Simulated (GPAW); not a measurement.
# UPBE0/plane waves (scalar-relativistic datasets, plane-wave cutoff 400 eV) run of H3SeSi (SMILES [SiH3][Se])

We compute the charge distribution of H3SeSi. Input form: an ASE script.

The results are computed with GPAW 26.7.0.

**1. The system as given**

H3SeSi has 5 atoms, charge 0, and is taken as a doublet. SMILES: `[SiH3][Se]`. The shape comes from GFN2-xTB, which is rough for such elements, and wasn't checked as a minimum.

Bond lengths: Si1–Se2 2.265 Å, Si1–H3 1.457 Å, Si1–H4 1.457 Å, Si1–H5 1.458 Å. Angles: Se2–Si1–H3 107.5°, Se2–Si1–H4 107.5°, Se2–Si1–H5 107.2°, H3–Si1–H4 111.6°, H3–Si1–H5 111.4°, H4–Si1–H5 111.5°.

**2. The charge distribution at UPBE0/plane waves (scalar-relativistic datasets, plane-wave cutoff 400 eV)**

The input, molecule.xyz:

```xyz
5

Si    -0.170830     0.069620    -0.052400
Se     1.840910    -0.766730     0.566460
H     -1.062610    -0.041810     1.094520
H     -0.646170    -0.723130    -1.179210
H      0.038700     1.462050    -0.429360
```

The input, run.py:

```python
import numpy as np
from ase.io import read
from ase.units import Debye
from gpaw import GPAW, PW

# Structure
mol = read('molecule.xyz')
mol.set_cell([12.0, 12.0, 12.0])
mol.center()
mol.set_initial_magnetic_moments([1.0, 0.0, 0.0, 0.0, 0.0])

# GPAW settings
calc = GPAW(mode=PW(400),
            xc='PBE0',
            occupations={'name': 'fermi-dirac', 'width': 0.0, 'fixmagmom': True},
            maxiter=60,
            symmetry='off',
            txt='-')
mol.calc = calc

energy = mol.get_potential_energy()
print(f'Energy                  {energy:.5f} eV')
forces = mol.get_forces()
print('Forces (eV/Ang)')
for symbol, f in zip(mol.symbols, forces):
    print(f'{symbol:2} {f[0]:9.4f} {f[1]:9.4f} {f[2]:9.4f}')
dipole = mol.get_dipole_moment() / Debye
print(f'Dipole: {np.linalg.norm(dipole):.3f} D')
print('Moments:', mol.get_magnetic_moments().round(3))
```

On the command line:

```bash
$ python3 run.py
```

What it wrote:

```text
__  _  _
 | _ |_)|_||  |
 |__||  | ||/\| - 26.7.0

units:  Angstrom and eV
cores:  1
OpenMP: False

Versions:
  Python: 3.12.14
  ASE:    3.29.0
  Numpy:  2.5.5
  Scipy:  1.18.1
  Libxc:  7.0.0

        _gpaw.cpython-312-x86_64-linux-gnu.so

Input parameters:
  mode=PW(ecut=400.0),
  maxiter=60,
  occupations=Occupations(name='fermi-dirac', width=0.0, fixmagmom=True),
  symmetry=Symmetry(point_group=False, time_reversal=False),
  xc=XC(name='PBE0')

Diagonalizing LCAO Hamiltonian
Converting LCAO to pw mode
        .----------------------------.
       /|                            |
      / |                            |
     /  |                            |
    /   |                            |
   /    |                            |
  /     |                            |
 *      |                            |
 |      |                            |
 |      |                            |
 |      |      H                     |
 |      |        SiH  Se             |
 |      |                            |
 |      |       H                    |
 |      |                            |
 |      .----------------------------.
 |     /                            /
 |    /                            /
 |   /                            /
 |  /                            /
 | /                            /
 |/                            /
 *----------------------------*

Atoms  # Å, Bohr magnetons
|   | symbol |        x |        y |        z |    initial magnetic moments |
|---|--------|----------|----------|----------|-----------------------------|
| 0 |     Si | 5.440020 | 5.721960 | 5.989945 | ( 0.0000,  0.0000,  1.0000) |
| 1 |     Se | 7.451760 | 4.885610 | 6.608805 | ( 0.0000,  0.0000,  0.0000) |
| 2 |      H | 4.548240 | 5.610530 | 7.136865 | ( 0.0000,  0.0000,  0.0000) |
| 3 |      H | 4.964680 | 4.929210 | 4.863135 | ( 0.0000,  0.0000,  0.0000) |
| 4 |      H | 5.649550 | 7.114390 | 5.612985 | ( 0.0000,  0.0000,  0.0000) |

Unit cell  # Å
| periodic |         x |         y |         z |   lengths |    angles |
|----------|-----------|-----------|-----------|-----------|-----------|
|       no | 12.000000 |  0.000000 |  0.000000 | 12.000000 | 90.000000 |
|       no |  0.000000 | 12.000000 |  0.000000 | 12.000000 | 90.000000 |
|       no |  0.000000 |  0.000000 | 12.000000 | 12.000000 | 90.000000 |

Number of symmetries: 1
Symmetry operations  # r_c * U_cc + t_c -> r_c
|   | kind |            matrix            |
|---|------|------------------------------|
| 0 |  E   |  1, 0, 0,  0, 1, 0,  0, 0, 1 |

BZ-sampling:
  Number of BZ points: 1
  Number of IBZ points: 1

  Monkhorst-Pack size: [1, 1, 1]
  Monkhorst-Pack shift: [0, 0, 0]

K-points  # in reciprocal-cell coordinates
|   |                                coordinates |     weight |
|---|--------------------------------------------|------------|
| 0 | (  0.00000000,   0.00000000,   0.00000000) | 1.00000000 |

Plane wave coefficients: 15720
Cutoff: 400.0 eV

Spin-components: 2 (collinear spins)
Bands:           11
Projectors:      19
Spin-degeneracy: 1
Datatype:        float64

  Storage: CPU
  Wave functions: 5_533_440 bytes (5_533_440 per core)
  Projectors: 6_791_040 bytes (6_791_040 per core)

Parallelization:
  kpt:    1
  domain: 1
  band:   1

Density:
  Valence electrons: 13.0
  Components: 2
  Grid points: [56 56 56]
  Charge: 0.0  # |e|

Potential:
  Grid points: [56 56 56]

species:
  Si:
    name:    Silicon
    Z:       14.0
    valence: 4
    core:    10
    charge:  0.0  # [|e|]
    file:    Si.PBE.gz
    compensation charges:
      type: gauss
      rc: 0.33  # [Å]
      lmax: 2
    cutoffs:
      filter: 1.86  # [Å]
      core: 2.06  # [Å]
    projectors
    | kind |    occ | energy [eV] | rcut [Å] |
    |------|--------|-------------|----------|
    |   3s |  2.000 |     -10.812 |    1.058 |
    |   3p |  2.000 |      -4.081 |    1.058 |
    |    s |        |      16.399 |    1.058 |
    |    p |        |      23.130 |    1.058 |
    |    d |        |       0.000 |    1.058 |

    Using partial waves for Si as LCAO basis

  Se:
    name:    Selenium
    Z:       34.0
    valence: 6
    core:    28
    charge:  0.0  # [|e|]
    file:    Se.PBE.gz
    compensation charges:
      type: gauss
      rc: 0.27  # [Å]
      lmax: 2
    cutoffs:
      filter: 1.77  # [Å]
      core: 2.67  # [Å]
    projectors
    | kind |    occ | energy [eV] | rcut [Å] |
    |------|--------|-------------|----------|
    |   4s |  2.000 |     -17.277 |    0.847 |
    |   4p |  4.000 |      -6.512 |    1.005 |
    |    s |        |       9.935 |    0.847 |
    |    p |        |      20.699 |    1.005 |
    |    d |        |       0.000 |    0.847 |

    Using partial waves for Se as LCAO basis

  H:
    name:    Hydrogen
    Z:       1.0
    valence: 1
    core:    0
    charge:  0.0  # [|e|]
    file:    H.PBE.gz
    compensation charges:
      type: gauss
      rc: 0.15  # [Å]
      lmax: 2
    cutoffs:
      filter: 0.85  # [Å]
      core: 0.53  # [Å]
    projectors
    | kind |    occ | energy [eV] | rcut [Å] |
    |------|--------|-------------|----------|
    |   1s |  1.000 |      -6.494 |    0.476 |
    |    s |        |      20.717 |    0.476 |
    |    p |        |       0.000 |    0.476 |

    Using partial waves for H as LCAO basis

Reference energy: -74027.346868  # eV

eigensolver:
  PPCG
  Converge bands: occupied
  niter=2

density mixing:
  MSR1-Mixer
  Pratt-step length: 0.05
  Maximum mixing coefficient: 0.75
  Old densities: 10
  SVD Regularization: 0.005
  Good broyden scale: 1.0
  Trust region scale: 1.0
  Backstep threshold: 4.0
  History deletion threshold: 6.0
  Fourier metric: weight=20.0, sigma=0.015

occupation numbers:
  Fixed magnetic moment: 1.000
  # Zero width

poisson solver:
  ecut: 3200.0  # eV

xc functional:
  name: HYB_GGA_XC_PBEH with 2 nearest neighbor stencil

Initialization done in: 1.687 s

convergence criteria:
- Maximum [total energy] change in last 3 cyles: 0.0005 eV / valence electron
- Maximum integral of absolute [dens]ity change: 0.0001 electrons / valence electron
- Maximum integral of absolute [eigenst]ate change: 4e-08 eV^2 / valence electron
maximum number of iterations: 60

IBZ(<points: 1, symmetries: 1>)
Occupied bands: 7
Transforming wave functions from IBZ to BZ: 0.008 seconds
Distributing wave functions and iFFT-ing to real space: 0.029 seconds
SCF iterations
|iter     |     time |      energy | eigst |  dens |  magmom |
|---------|----------|-------------|-------|-------|---------|
|iter:   1| 00:00:05 | -752.892476 | +0.56 |       |  +0.9876|
|iter:   2| 00:00:08 |  -21.133480 | -0.57 | -0.41 |  +0.9882|
|iter:   3| 00:00:12 |  -20.776800 | -1.02 | -0.46 |  +0.9935|
|iter:   4| 00:00:15 |  -21.141571 | -1.27 | -0.66 |  +0.9981|
|iter:   5| 00:00:19 |  -20.273984 | -1.55 | -0.81 |  +0.9991|
|iter:   6| 00:00:22 |  -20.271030 | -2.25 | -1.10 |  +0.9998|
|iter:   7| 00:00:26 |  -20.177849 | -2.13 | -1.26 |  +1.0000|
|iter:   8| 00:00:29 |  -20.178593 | -2.42 | -1.81 |  +1.0001|
|iter:   9| 00:00:33 |  -20.179057c| -3.48 | -2.13 |  +1.0000|
|iter:  10| 00:00:37 |  -20.179089c| -4.21 | -2.64 |  +1.0000|
|iter:  11| 00:00:40 |  -20.179080c| -5.04 | -3.19 |  +1.0000|
|iter:  12| 00:00:44 |  -20.179083c| -5.79 | -3.55 |  +1.0000|
|iter:  13| 00:00:48 |  -20.179084c| -6.48 | -3.97 |  +1.0000|
|iter:  14| 00:00:52 |  -20.179083c| -7.00 | -4.06c|  +1.0000|
|iter:  15| 00:00:55 |  -20.179083c| -7.84c| -4.57c|  +1.0000|

Converged in 15 steps
SCF loop duration: 53.387 s (3.559 s/step)
Energy contributions relative to reference atoms: (reference = -74027.346868)

Energy contributions:
  Kinetic:          16.418477
  Coulomb:         -16.888325
  Zero:             -0.358983
  External:          0.000000
  Xc:              714.879360
  Entropy:           0.000000
  Spinorbit:         0.000000
  Hybrid_Xc_Cc:      -701.052959
  Hybrid_Xc_Vc:        -6.610467
  Hybrid_Xc_Vv:       -26.566187
  ----------------------------
  Free energy:     -20.179083
  Extrapolated:    -20.179083

dipole moment: (-0.199400, 0.092396, -0.065740)  # |e|*Ang

Total magnetic moment: (0.000000, 0.000000, 1.000000)

Local magnetic moments
|        x |        y |         z |
|----------|----------|-----------|
| 0.000000 | 0.000000 | -0.007929 |  # Si   0
| 0.000000 | 0.000000 |  0.390315 |  # Se   1
| 0.000000 | 0.000000 |  0.002267 |  # H    2
| 0.000000 | 0.000000 |  0.003375 |  # H    3
| 0.000000 | 0.000000 |  0.012817 |  # H    4

Fermi levels: -2.148, -5.346
Eigenvalues  # (at kpt = [0.000, 0.000, 0.000])
| band index |      eig [eV] | occ [0-1] |      eig [eV] | occ [0-1] |
|------------|---------------|-----------|---------------|-----------|
|          0 |       -19.783 |     1.000 |       -18.754 |     1.000 |
|          1 |       -14.883 |     1.000 |       -14.707 |     1.000 |
|          2 |       -10.411 |     1.000 |       -10.151 |     1.000 |
|          3 |       -10.174 |     1.000 |       -10.136 |     1.000 |
|          4 |        -8.974 |     1.000 |        -8.682 |     1.000 |
|          5 |        -7.995 |     1.000 |        -6.565 |     1.000 |
|          6 |        -6.900 |     1.000 |        -4.127 |     0.000 |
|          7 |        -0.169 |     0.000 |        -0.104 |     0.000 |
|          8 |        -0.058 |     0.000 |         0.015 |     0.000 |
|          9 |         0.741 |     0.000 |         0.781 |     0.000 |
|         10 |         0.931 |     0.000 |         0.820 |     0.000 |

Gap: 3.958 eV
Transition (v -> c):
  (s=1, k=0, n=6, [0.00, 0.00, 0.00]) -> (s=0, k=0, n=7, [0.00, 0.00, 0.00])
No difference between direct/indirect transitions
vacuum-level: 0.295  # V
Energy                  -20.17908 eV

Forces  # eV/Ang
|        x |        y |        z |
|----------|----------|----------|
|  0.53396 | -0.43280 |  0.24641 |  # Si   0
|  0.20475 |  0.04472 |  0.01128 |  # Se   1
| -0.48651 |  0.04303 |  0.31847 |  # H    2
| -0.32909 | -0.18732 | -0.42762 |  # H    3
|  0.07723 |  0.53289 | -0.14850 |  # H    4

Force computation time: 1.019  # s
Forces (eV/Ang)
Si    0.5340   -0.4328    0.2464
Se    0.2047    0.0447    0.0113
H    -0.4865    0.0430    0.3185
H    -0.3291   -0.1873   -0.4276
H     0.0772    0.5329   -0.1485
Dipole: 1.102 D
Moments: [-0.008  0.39   0.002  0.003  0.013]
```

It took 57 s on 1 thread of Intel Xeon 6975P-C (Granite Rapids), shared host; peak memory 0.65 GiB.

**3. Outcome**

At UPBE0/plane waves (scalar-relativistic datasets, plane-wave cutoff 400 eV):

```
                                              quantity        value
energy as printed (from the program's reference atoms)  -20.1791 eV
                                         dipole moment       1.10 D
                   HOMO energy (from the vacuum level)     -6.86 eV
                   LUMO energy (from the vacuum level)     -4.42 eV
                              largest force on an atom   0.730 eV/Å
```

The largest force is 0.73 eV/Å: the shape isn't a stationary point for this species at this level.
